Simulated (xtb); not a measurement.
# C3H9BrO3V (VBr(OMe)3): GFN-FF

Wanted: a geometry optimisation of C3H9BrO3V (VBr(OMe)3). 

The calculation is run with xtb 6.7.1.

5 further runs of the same task are left out: 5 set aside as unsound or not needed.

## 1. The system as given

C3H9BrO3V: 17 atoms, total charge 0, spin state doublet. SMILES: `C[O][V]([Br])([O]C)[O]C`. All atoms were displaced at random from a relaxed shape. The run starts from this shape.

Bond lengths: V1–Br2 2.297 Å, V1–O3 1.597 Å, O3–C4 1.309 Å, V1–O8 1.511 Å, O8–C9 1.440 Å, V1–O13 1.945 Å, O13–C14 1.301 Å, C4–H5 1.274 Å, C4–H6 0.987 Å, C4–H7 1.085 Å, C9–H10 1.073 Å, C9–H11 1.067 Å, C9–H12 1.110 Å, C14–H15 1.172 Å, C14–H16 1.058 Å, C14–H17 1.082 Å. Some angles: Br2–V1–O3 98.9°, Br2–V1–O8 95.8°, Br2–V1–O13 95.0°, O3–V1–O8 156.4°, O3–V1–O13 96.9°, O8–V1–O13 100.1°, V1–O3–C4 172.5°, V1–O8–C9 177.9°, V1–O13–C14 131.1°, O3–C4–H5 102.8°.

## 2. A geometry optimisation at GFN-FF

xtb.inp

```
$chrg 0
$spin 1
$end
```

mol.xyz

```xyz
17

V      0.428190     0.326950    -0.009030
Br    -0.111210    -0.047850     2.192530
O      1.652900    -0.688920    -0.140630
C      2.752680    -1.397800    -0.181240
H      2.938830    -1.699330     1.042980
H      3.593550    -1.000030    -0.511170
H      2.572450    -2.401380    -0.552090
O     -0.289340     1.651730    -0.117970
C     -0.925600     2.939120    -0.226560
H     -1.254640     3.172680     0.767780
H     -1.712600     2.891800    -0.945000
H     -0.122910     3.647660    -0.519360
O     -0.937230    -0.859440    -0.723140
C     -1.944960    -1.447770    -0.147450
H     -1.610430    -2.300340     0.584640
H     -2.459010    -1.952750    -0.921940
H     -2.627460    -0.836010     0.427720
```

Launch:

```sh
$ xtb --gff --opt tight -I xtb.inp -- mol.xyz > run.log 2> xtb.err
```

What values should one expect? Wanted: steric energy; dipole moment; dispersion energy.

Answer, from the run:

At GFN-FF:

```
                           quantity          value
     steric energy (arbitrary zero)    -2.34897 Eh
dipole moment (from atomic charges)         1.36 D
                  dispersion energy  -23.76 kJ/mol
```

What this shows: At the final geometry: Bond lengths: V1–Br2 2.251 Å, V1–O3 1.781 Å, O3–C4 1.378 Å, V1–O8 1.781 Å, O8–C9 1.378 Å, V1–O13 1.787 Å, O13–C14 1.380 Å, C4–H5 1.091 Å, C4–H6 1.091 Å, C4–H7 1.091 Å, C9–H10 1.091 Å, C9–H11 1.091 Å, C9–H12 1.091 Å, C14–H15 1.095 Å, C14–H16 1.095 Å, C14–H17 1.095 Å. Some angles: Br2–V1–O3 108.2°, Br2–V1–O8 106.6°, Br2–V1–O13 105.7°, O3–V1–O8 112.8°, O3–V1–O13 113.3°, O8–V1–O13 109.8°, V1–O3–C4 172.5°, V1–O8–C9 173.3°, V1–O13–C14 120.5°, O3–C4–H5 109.1°. The optimisation took 61 steps and changed the energy by -2.270 eV.
